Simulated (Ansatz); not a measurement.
# F₂GeH₂Se: how energies converge with the basis set

An exercise on one series of results from a longer session: the logs are not shown, and one member is left open.

Program: Ansatz 0.2.0, Gaussian basis. Level of theory: one geometry, several basis sets. These are calculated values, not measurements.

Levels to be run: PBE0-D4/def2-SVP; ωB97M-V/def2-SVP; PBE0-D4/def2-QZVPP; ωB97M-V/def2-QZVPP; the functionals' def2-TZVPP values are taken from earlier runs.

## The geometry

An earlier PBE0-D4 in a triple-zeta def2 set relaxation fixed the geometry.

6 atoms, charge 0, spin multiplicity 1.

Atoms are counted from 1 here; the program's logs count them from 0.

Bond lengths: F1–Ge2 1.722 Å, Ge2–F3 1.725 Å, Ge2–Se4 2.319 Å, Ge2–H5 1.529 Å, Se4–H6 1.470 Å. Angles: F1–Ge2–F3 104.6°, F1–Ge2–Se4 105.3°, F1–Ge2–H5 109.6°, F3–Ge2–Se4 111.1°, F3–Ge2–H5 107.0°, Se4–Ge2–H5 118.4°, Ge2–Se4–H6 90.6°.

The first run:

in.yaml

```yaml
crystal:
  periodic: [false, false, false]
  atoms:
    - {symbol: F, position_ang: [1.953266, -0.442243, 0.560317]}
    - {symbol: Ge, position_ang: [0.343141, -0.395718, -0.048963]}
    - {symbol: F, position_ang: [0.527061, -0.410604, -1.763731]}
    - {symbol: Se, position_ang: [-0.529470, 1.626000, 0.677893]}
    - {symbol: H, position_ang: [-0.387961, -1.682538, 0.333566]}
    - {symbol: H, position_ang: [-1.863835, 1.241102, 0.194718]}
basis:
  gaussian: {orbitals: def2-SVP}
hamiltonian: {xc: pbe0, dispersion: d4}
output: {orbitals: {seedname: orbitals}}
```

The run is started by

```bash
$ ansatz run in.yaml --threads 4 --pin off --events-out ev --progress --plain --max-ram 10444MiB
```

Among the steps run: PBE0-D4 in def2-SVP; ωB97M-V in def2-SVP; PBE0-D4 in def2-QZVPP; ωB97M-V in def2-QZVPP.

One of the session's tables, all rows but one given; the rest of the session is left out.

It belongs to the step «Density functionals: the series». 

```
functional       basis  HOMO (eV)
   PBE0-D4    def2-SVP      -7.76
   PBE0-D4  def2-TZVPP      -7.87
   PBE0-D4  def2-QZVPP      -7.90
   ωB97M-V    def2-SVP      -9.92
   ωB97M-V  def2-TZVPP          ?
   ωB97M-V  def2-QZVPP     -10.08
```

**Question.** Estimate the row for ωB97M-V, def2-TZVPP.

The run gave: HOMO (eV): -10.05. In the column «HOMO (eV)» it lies between ωB97M-V, def2-QZVPP (-10.08) and ωB97M-V, def2-SVP (-9.92).
